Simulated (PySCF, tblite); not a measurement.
**C4H10NPSi: geometry, infrared bands and NMR shifts**

Aim: predict the infrared bands and NMR shifts of C4H10NPSi (`P[SiH2]/N=C/C1CC1`).

The runs use tblite 0.8.0 and PySCF 2.14.0, with density-fitted response routines of our own; the level of theory stands in each step. All values are computed, except where a source is named. Atoms count from 0, in the outputs and in this text.

## (1) Starting geometry

17 atoms, charge 0, multiplicity 1; geometry from: force field or distance geometry start.

Bonds of the start (Å): P0–Si1 2.20, Si1–N2 1.75, N2–C3 1.29, C3–C4 1.49, C4–C5 1.52, C5–C6 1.53, C6–C4 1.52, P0–H7 1.46, P0–H8 1.45, Si1–H9 1.50, Si1–H10 1.48, C3–H11 1.11, C4–H12 1.12, C5–H13 1.09, C5–H14 1.10, C6–H15 1.08, C6–H16 1.12.

## (2) Geometry optimisation with GFN2-xTB

What the job is given:

```
{"job": {"kind": "relax", "xc": "GFN2-xTB", "basis": "xTB"}, "charge": 0, "multiplicity": 1}
P      4.052300     0.522000    -0.733100
Si     2.284100    -0.656900    -0.160600
N      0.833800     0.306000     0.021300
C     -0.317300    -0.234400     0.260600
C     -1.526100     0.621700     0.410000
C     -2.711800    -0.156700     0.963200
C     -2.731600     0.376800    -0.474600
H      3.926400     1.928800    -0.352400
H      5.185900    -0.009900     0.006800
H      2.646200    -1.351900     1.118400
H      2.146600    -1.764300    -1.133600
H     -0.397200    -1.330700     0.383800
H     -1.404400     1.687100     0.731600
H     -3.241800     0.381600     1.750600
H     -2.678800    -1.251500     0.981800
H     -2.661700    -0.318500    -1.294500
H     -3.411700     1.263000    -0.541000
```

Command:

```bash
OMP_NUM_THREADS=1 python probes_run.py task.json out
```

This one command runs all jobs of the session in turn.

Standard output:

```text
step      E/eV     max force
  0    -565.03161    2.334
  1    -565.29171    1.852
  2    -565.51186    1.245
  3    -565.66027    1.134
  4    -565.76191    0.768
  5    -565.82923    0.573
  6    -565.85235    0.376
  7    -565.86547    0.273
  8    -565.87618    0.277
  9    -565.88938    0.297
 10    -565.90464    0.330
 11    -565.92162    0.348
 12    -565.93713    0.285
 13    -565.95137    0.312
 14    -565.96449    0.248
 15    -565.97464    0.206
 16    -565.98222    0.196
 17    -565.98921    0.229
 18    -565.99743    0.237
 19    -566.00729    0.246
 20    -566.01691    0.287
 21    -566.02475    0.213
 22    -566.03114    0.191
 23    -566.03704    0.190
 24    -566.04275    0.234
 25    -566.04816    0.263
 26    -566.05322    0.201
 27    -566.05839    0.189
 28    -566.06354    0.285
 29    -566.06815    0.203
 30    -566.07261    0.198
 31    -566.07764    0.172
 32    -566.08249    0.179
 33    -566.08755    0.140
 34    -566.09255    0.146
 35    -566.09671    0.172
 36    -566.10053    0.146
 37    -566.10401    0.192
 38    -566.10697    0.296
 39    -566.11019    0.161
 40    -566.11367    0.112
 41    -566.11536    0.087
 42    -566.11710    0.103
 43    -566.11903    0.133
 44    -566.12156    0.144
 45    -566.12420    0.143
 46    -566.12596    0.093
 47    -566.12681    0.073
 48    -566.12750    0.082
 49    -566.12836    0.090
 50    -566.12941    0.091
 51    -566.13050    0.081
 52    -566.13139    0.071
 53    -566.13214    0.078
 54    -566.13293    0.077
 55    -566.13402    0.093
 56    -566.13533    0.087
 57    -566.13662    0.084
 58    -566.13764    0.070
 59    -566.13840    0.081
 60    -566.13910    0.075
 61    -566.13985    0.072
 62    -566.14049    0.052
 63    -566.14091    0.042
 64    -566.14121    0.039
 65    -566.14152    0.057
 66    -566.14190    0.060
 67    -566.14233    0.048
 68    -566.14276    0.055
 69    -566.14317    0.047
 70    -566.14351    0.065
 71    -566.14381    0.057
 72    -566.14413    0.041
 73    -566.14456    0.060
 74    -566.14515    0.070
 75    -566.14581    0.076
 76    -566.14631    0.049
 77    -566.14664    0.043
 78    -566.14689    0.038
 79    -566.14715    0.044
 80    -566.14744    0.050
 81    -566.14771    0.052
 82    -566.14794    0.055
 83    -566.14819    0.047
 84    -566.14848    0.052
 85    -566.14878    0.041
 86    -566.14909    0.051
 87    -566.14948    0.072
 88    -566.15006    0.086
 89    -566.15099    0.111
 90    -566.15214    0.099
 91    -566.15307    0.055
 92    -566.15359    0.053
 93    -566.15397    0.052
 94    -566.15446    0.058
 95    -566.15517    0.075
 96    -566.15602    0.076
 97    -566.15684    0.057
 98    -566.15739    0.054
 99    -566.15769    0.054
100    -566.15817    0.058
101    -566.15869    0.058
102    -566.15928    0.062
103    -566.15985    0.058
104    -566.16025    0.054
105    -566.16051    0.055
106    -566.16078    0.037
107    -566.16094    0.029
108    -566.16108    0.029
109    -566.16127    0.032
110    -566.16150    0.041
111    -566.16168    0.031
112    -566.16179    0.015
113    -566.16185    0.015
114    -566.16188    0.016
115    -566.16191    0.015
116    -566.16194    0.012
117    -566.16197    0.013
118    -566.16200    0.012
119    -566.16203    0.012
120    -566.16206    0.012
121    -566.16209    0.011
122    -566.16212    0.012
123    -566.16215    0.013
124    -566.16218    0.014
125    -566.16222    0.016
126    -566.16226    0.018
127    -566.16231    0.019
128    -566.16238    0.022
129    -566.16245    0.023
130    -566.16253    0.020
131    -566.16260    0.025
132    -566.16267    0.021
133    -566.16276    0.021
134    -566.16285    0.024
135    -566.16295    0.027
136    -566.16303    0.031
137    -566.16312    0.025
138    -566.16318    0.021
139    -566.16324    0.022
140    -566.16330    0.022
141    -566.16335    0.020
142    -566.16340    0.016
143    -566.16346    0.014
144    -566.16351    0.013
145    -566.16355    0.015
146    -566.16358    0.012
147    -566.16360    0.008
```

Wall time 1.9 s (1 thread of Arm Neoverse N1, shared host).

The steps of the relaxation: (not every step is listed)

```
step  energy from step 0 (eV)  largest force (eV/Å)
   0                   0.0000                2.3336
   1                  -0.2601                1.8516
   2                  -0.4802                1.2446
   3                  -0.6287                1.1342
   4                  -0.7303                0.7679
   5                  -0.7976                0.5734
   6                  -0.8207                0.3764
   7                  -0.8339                0.2734
   8                  -0.8446                0.2775
  21                  -0.9931                0.2128
  34                  -1.0609                0.1460
  47                  -1.0952                0.0731
  60                  -1.1075                0.0753
  73                  -1.1129                0.0597
  86                  -1.1175                0.0510
  99                  -1.1261                0.0539
 112                  -1.1302                0.0152
 125                  -1.1306                0.0158
 138                  -1.1316                0.0213
 142                  -1.1318                0.0160
 143                  -1.1318                0.0136
 144                  -1.1319                0.0131
 145                  -1.1319                0.0146
 146                  -1.1320                0.0122
 147                  -1.1320                0.0082
```

Distances of close pairs at the start and the end, largest changes first:

```
  bond  before (Å)  after (Å)  change (Å)
 P0–H7       1.463      1.380      -0.083
 P0–H8       1.454      1.382      -0.072
 C5–C6       1.534      1.486      -0.048
P0–Si1       2.201      2.247      +0.046
Si1–N2       1.750      1.708      -0.043
C6–H16       1.119      1.079      -0.040
C4–H12       1.120      1.082      -0.038
Si1–H9       1.500      1.463      -0.037
```

The end geometry stands in the next job.

## (3) Vibrational analysis with GFN2-xTB

What the job is given:

```
{"job": {"kind": "ir", "xc": "GFN2-xTB", "basis": "xTB"}, "charge": 0, "multiplicity": 1}
P      3.426158     0.646229    -1.170591
Si     2.422323    -0.790832     0.234667
N      0.884012    -0.103800     0.513119
C     -0.293934    -0.376705     0.168637
C     -1.420815     0.473039     0.541953
C     -2.760493    -0.170696     0.819918
C     -2.573448     0.615473    -0.426560
H      3.481618     1.687565    -0.266268
H      4.699081     0.217562    -0.844598
H      3.013161    -0.819073     1.572996
H      2.527235    -2.115176    -0.398579
H     -0.554634    -1.261927    -0.426806
H     -1.143811     1.338422     1.128856
H     -3.353314     0.247133     1.618595
H     -2.822275    -1.245868     0.743949
H     -2.504165     0.082994    -1.362957
H     -3.033696     1.587692    -0.507855
```

Standard output:

```text
mode    cm-1     km/mol
  1      36.6      1.43
  2      62.6      0.96
  3      80.5      7.35
  4     109.5      2.43
  5     126.9      0.83
  6     223.6     14.86
  7     320.4      5.20
  8     359.9      2.55
  9     374.0      3.46
 10     459.1     66.58
 11     482.6     21.11
 12     569.7     41.73
 13     661.0    225.21
 14     694.1     20.62
 15     722.1    211.53
 16     785.6    159.81
 17     793.5     29.30
 18     852.9      3.56
 19     860.3    192.13
 20     885.3      3.05
 21     904.3     13.48
 22     942.4      0.16
 23    1024.0     37.19
 24    1062.5     21.92
 25    1065.2      1.64
 26    1092.7      0.93
 27    1149.3     14.46
 28    1152.1      0.41
 29    1178.6     26.92
 30    1230.7      0.09
 31    1308.2      3.52
 32    1396.4     25.83
 33    1431.5      0.34
 34    1482.2      5.50
 35    1726.7    426.16
 36    2162.2    266.89
 37    2245.3    215.23
 38    2315.2    105.12
 39    2405.2    160.87
 40    2829.0     91.48
 41    3072.6      9.71
 42    3091.5     18.00
 43    3093.3     14.05
 44    3100.0      7.31
 45    3117.1     45.73
```

Run time: 1.1 s. Hardware: 1 thread of Arm Neoverse N1, shared host.

Which atoms move in the most intense modes:

```
cm⁻¹  km/mol                                atoms
 661   225.2            H9 41 %, H7 25 %, H8 17 %
 722   211.5  H10 30 %, H8 27 %, H7 18 %, H9 15 %
 786   159.8                    H10 43 %, H9 41 %
 860   192.1           N2 32 %, Si1 22 %, C3 14 %
1727   426.2                     C3 52 %, N2 47 %
2162   266.9                             H10 95 %
2245   215.2                              H9 96 %
2405   160.9                     H7 58 %, H8 38 %
```

## (4) NMR shieldings: PBE0/pcSseg-1

The job, as its differences from that of step 3:

```diff
@@ -1,2 +1,2 @@
-{"job": {"kind": "ir", "xc": "GFN2-xTB", "basis": "xTB"}, "charge": 0, "multiplicity": 1}
+{"job": {"kind": "nmr", "xc": "PBE0", "basis": "pcSseg-1"}, "charge": 0, "multiplicity": 1}
 P      3.426158     0.646229    -1.170591
```

Level: GIAO PBE0/pcSseg-1 NMR shielding, non-relativistic, gas phase.

Standard output:

```text
coarse grid: 14856 points
cycle   1  E = -843.3555920582  dE =  8.511e-01  |g| = 4.598e-01  |ddm| = 3.707e+00
cycle   2  E = -843.2840074955  dE =  7.158e-02  |g| = 7.370e-01  |ddm| = 1.269e+00
cycle   3  E = -843.4046988261  dE = -1.207e-01  |g| = 1.179e-01  |ddm| = 8.615e-01
cycle   4  E = -843.4077403637  dE = -3.042e-03  |g| = 3.852e-02  |ddm| = 1.349e-01
cycle   5  E = -843.4081054795  dE = -3.651e-04  |g| = 5.046e-03  |ddm| = 4.385e-02
cycle   6  E = -843.4081112520  dE = -5.773e-06  |g| = 2.184e-03  |ddm| = 8.319e-03
final grid: 133400 points
cycle   7  E = -843.4479518685  dE = -3.458e-05  |g| = 8.391e-03  |ddm| = 3.207e-02
cycle   8  E = -843.4479445089  dE =  7.360e-06  |g| = 1.003e-02  |ddm| = 1.953e-02
cycle   9  E = -843.4479701985  dE = -2.569e-05  |g| = 5.347e-04  |ddm| = 1.063e-02
cycle  10  E = -843.4479702507  dE = -5.218e-08  |g| = 2.477e-04  |ddm| = 8.109e-04
cycle  11  E = -843.4479702625  dE = -1.182e-08  |g| = 1.026e-04  |ddm| = 3.044e-04
cycle  12  E = -843.4479702648  dE = -2.286e-09  |g| = 2.680e-05  |ddm| = 1.194e-04
cycle  13  E = -843.4479702650  dE = -1.551e-10  |g| = 5.827e-06  |ddm| = 2.361e-05
converged SCF energy = -843.4479702650

GIAO shielding tensors (ppm)
atom      isotropic    diamagn.    paramagn.     s11        s22        s33       span
  0 P      617.311     967.455    -350.144    544.703    616.598    690.631    145.929
  1 Si     391.205     881.114    -489.909    351.586    374.865    447.165     95.579
  2 N      -87.051     329.949    -417.001   -386.017   -132.684    257.547    643.564
  3 C        1.680     251.518    -249.837    -95.416     -1.126    101.582    196.998
  4 C      160.123     245.646     -85.523    113.382    143.433    223.552    110.170
  5 C      178.288     256.169     -77.880    151.308    179.632    203.924     52.616
  6 C      178.420     253.651     -75.231    151.220    179.983    204.056     52.837
  7 H       30.328      30.636      -0.308     25.350     27.473     38.163     12.813
  8 H       30.864      28.549       2.315     26.054     26.932     39.606     13.552
  9 H       26.007      29.832      -3.826     22.809     24.628     30.583      7.774
 10 H       26.419      29.445      -3.026     23.163     24.872     31.221      8.059
 11 H       23.998      32.303      -8.304     21.326     22.915     27.754      6.428
 12 H       29.943      32.188      -2.245     23.924     28.542     37.363     13.438
 13 H       30.735      30.073       0.662     25.228     26.523     40.454     15.226
 14 H       30.978      31.456      -0.478     25.547     27.748     39.638     14.091
 15 H       30.983      31.503      -0.519     25.800     27.605     39.546     13.746
 16 H       30.740      30.171       0.569     25.398     26.432     40.391     14.993
```

Wall time 53 s (1 thread of Arm Neoverse N1, shared host); peak memory 0.82 GiB.

Shifts follow as δ = σ(reference) − σ, with reference shieldings (ppm) from runs at the same level and on the same kind of geometry: 1H TMS 31.72, 13C TMS 186.9, 29Si TMS 349.2, 15N NH3 267.7, 31P H3PO4 318.4. The references are single molecules in the gas phase, so shifts against H2O, NH3, PH3, H3PO4 or CFCl3 are not on the usual liquid scales and can be off by tens of ppm. Atoms listed in one row are averaged.

```
   atoms                               environment  σ (ppm)  δ (ppm)  δ scaled to CDCl3
      C3                                C=N carbon      1.7    185.2              178.9
      C4                three-membered-ring carbon    160.1     26.8               24.2
  C5, C6                three-membered-ring carbon    178.4      8.6                6.5
     H11                  hydrogen on a C=N carbon    24.00     7.72               7.38
 H9, H10      hydrogen on a silicon bonded to N, P    26.21     5.50                  –
     H12  hydrogen on a three-membered-ring carbon    29.94     1.77               1.78
  H7, H8     hydrogen on a phosphorus bonded to Si    30.60     1.12                  –
H13, H16  hydrogen on a three-membered-ring carbon    30.74     0.98               1.03
H14, H15  hydrogen on a three-membered-ring carbon    30.98     0.74               0.80
      P0              phosphorus bonded to Si, 2 H    617.3   -298.9                  –
     Si1               silicon bonded to N, P, 2 H    391.2    -42.0                  –
      N2                            imine nitrogen    -87.1    354.8                  –
```

The scaled column applies a straight-line fit of computed shieldings to shifts measured in CDCl3 (root-mean-square error 0.16 ppm for H, 1.9 ppm for C).

Charges from the same density, by scheme (e):

```
 atoms  Mulliken    IAO  Hirshfeld  ESP fit
    P0     -0.24  -0.12      -0.03    -0.38
   Si1      0.56   0.73       0.30     0.61
    N2     -0.56  -0.56      -0.25    -0.62
    C3      0.23   0.08       0.07     0.38
    C4     -0.29  -0.15      -0.04    -0.11
C5, C6     -0.18  -0.28      -0.08    -0.28
```

Mayer bond orders: P0–Si1 0.99, Si1–N2 1.01, N2–C3 1.88, C3–C4 1.01, C4–C5 0.91, C5–C6 0.98, C6–C4 0.91.

Ring of atoms C4, C5, C6: NICS(0) -42.6, NICS(1) -8.2, NICS(1)zz -23.5 ppm (means of both faces).

In rings of three or four atoms NICS is ruled by the nearby σ bonds, so it says little on aromaticity.

## (5) Summary of results

```
                                                               quantity                                   value
                              strongest single infrared mode (GFN2-xTB)                   1727 cm⁻¹, 426 km/mol
                                           zero-point energy (GFN2-xTB)                           78.7 kcal/mol
13C shifts against TMS (PBE0/pcSseg-1, means over atoms taken as alike)                    185.2, 26.8, 8.6 ppm
 1H shifts against TMS (PBE0/pcSseg-1, means over atoms taken as alike)  7.72, 5.50, 1.77, 1.12, 0.98, 0.74 ppm
                               31P shifts against H3PO4 (PBE0/pcSseg-1)                              -298.9 ppm
                                29Si shifts against TMS (PBE0/pcSseg-1)                               -42.0 ppm
                                 15N shifts against NH3 (PBE0/pcSseg-1)                               354.8 ppm
```

What this shows: The optimisation took 147 steps and gained 1.132 eV; among the close pairs (by a distance rule), P0–H7 changed most, from 1.463 to 1.380 Å. All 45 modes are real, so the xTB geometry is a minimum. The strongest single mode, at 1727 cm⁻¹, moves mainly C3 and N2. GFN2-xTB is a fitted tight-binding method: band positions and strengths are rough. Its intensities can rank the bands wrongly. At PBE0/pcSseg-1: Shielding is most anisotropic at N2 (span 644 ppm, paramagnetic term -417 ppm).
